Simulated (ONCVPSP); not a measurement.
# An ONCV potential for Sc, from input to tests

Do these settings give a usable potential? It is generated, then checked for transferability, scattering, ghosts and hardness.

The numbers are computed with ONCVPSP 4.0.1 (LDA (Perdew-Wang 92), scalar-relativistic, spin-unpolarised reference atom).

## (1) The atom and the settings

Typed settings, in words:

```json
{"element": "scandium (Sc, Z = 21)", "type": "optimised norm-conserving Vanderbilt (ONCV)", "frozen core": "[Ne]", "valence charge": "11", "reference configuration": "3s2 3p6 3d1 4s2", "partial waves": "3s+4s: rc 1.40 bohr, ncon 4, nbas 8, qcut 11.1 1/bohr, 2 projectors; 3p: rc 1.85 bohr, ncon 5, nbas 9, qcut 6.1 1/bohr, 2 projectors, debl 1.9 Ha; 3d: rc 1.85 bohr, ncon 3, nbas 8, qcut 10.3 1/bohr, 1 projector; f scattering state at 0.35 Ha: rc 1.40 bohr, ncon 3, nbas 7, qcut 6.9 1/bohr, 2 projectors, debl 1.3 Ha", "local potential": "polynomial inside 1.40 bohr (lpopt 3, dvloc0 -1 Ha)", "core correction": "Teter function, fcfact 3.75, rcfact 1.3"}
```

The outer shells as boxes (Hund's rule for the drawing; the calculation is spin-unpolarised):

```
[Ne] core
3s [↑↓]
3p [↑↓][↑↓][↑↓]
3d [↑ ][  ][  ][  ][  ]
4s [↑↓]
```

The nodes and maxima of the atom's own shells, from an earlier all-electron run, set the scale for the radii.

All-electron outer shells of the reference configuration (LDA (PZ), scalar-relativistic, ld1.x):

```
shell  level (eV)  outermost node (bohr)  outermost maximum (bohr)
   2p     -388.03                      –                      0.23
   3s      -54.71                   0.42                      0.92
   3p      -33.56                   0.39                      0.97
   4s       -4.30                   1.33                      3.06
   3d       -3.42                      –                      1.10
   4p       -1.52                   1.49                      4.03
```

## (2) Generating the potential

File Sc.dat:

```
# ATOM AND REFERENCE CONFIGURATION
# atsym  z   nc   nv     iexc    psfile
  Sc 21.00    3    4  -001012      upf
#
#   n    l    f
    1    0    2.00
    2    0    2.00
    2    1    6.00
    3    0    2.00
    3    1    6.00
    3    2    1.00
    4    0    2.00
#
# PSEUDOPOTENTIAL AND OPTIMIZATION
# lmax
    3
#
#   l,   rc,      ep,       ncon, nbas, qcut
    0    1.40    0.00    4    8   11.10
    1    1.85    0.00    5    9    6.10
    2    1.85    0.00    3    8   10.30
    3    1.40    0.35    3    7    6.90
#
# LOCAL POTENTIAL
# lloc, lpopt,  rc(5),   dvloc0
    4    3    1.40   -1.00
#
# VANDERBILT-KLEINMAN-BYLANDER PROJECTORs
# l, nproj, debl
    0    2    2.80
    1    2    1.90
    2    1    1.70
    3    2    1.30
#
# MODEL CORE CHARGE
# icmod, fcfact, rcfact
    3    3.75    1.30
#
# LOG DERIVATIVE ANALYSIS
# epsh1, epsh2, depsh
   -4.00    5.00    0.02
#
# OUTPUT GRID
# rlmax, drl
    6.00    0.01
#
# TEST CONFIGURATIONS
# ncnf
    4
# nvcnf
#   n    l    f
    4
    3    0    2.00
    3    1    6.00
    3    2    1.00
    4    0    1.00
#
    4
    3    0    2.00
    3    1    6.00
    3    2    1.00
    4    0    0.00
#
    4
    3    0    2.00
    3    1    6.00
    3    2    0.00
    4    0    0.00
#
    4
    3    0    2.00
    3    1    6.00
    3    2    1.50
    4    0    1.50
#
```

Run with:

```console
oncvpsp.x < Sc.dat > Sc.out
```

What does the calculation give? Wanted: cutoffs for 1 and 0.1 mHa per electron, occupied waves; bound ghosts; GHOST(+) flags; largest test error; largest phase difference near zero energy, channels read; rms error of d²Exc/dn², without and with the model core.

The runs gave:

```
                                                quantity                         value
  cutoffs for 1 and 0.1 mHa per electron, occupied waves               33 Ha and 40 Ha
                                            bound ghosts                    none found
                                          GHOST(+) flags            none at low energy
                            largest test error (AE − PS)  +46 meV, for 3s2 3p6 3d0 4s0
largest phase difference near zero energy, channels read                     0.004 rad
 rms error of d²Exc/dn², without and with the model core             2.44 and 1.19 mHa
```

In words: By total energies transferability is fair: the largest error is 46 meV on 45.1 eV, for 3s2 3p6 3d0 4s0. That test lies far up in energy; among those under 40 eV, nearer to bonding, the largest error is 1.8 meV. The potential is of middling hardness: the looser tolerance needs 33 Ha. The program's ghost test flags no bound state. Near zero energy the phases of the channels with partial waves agree within 0.004 rad. All of this concerns the isolated atom, not yet a solid.
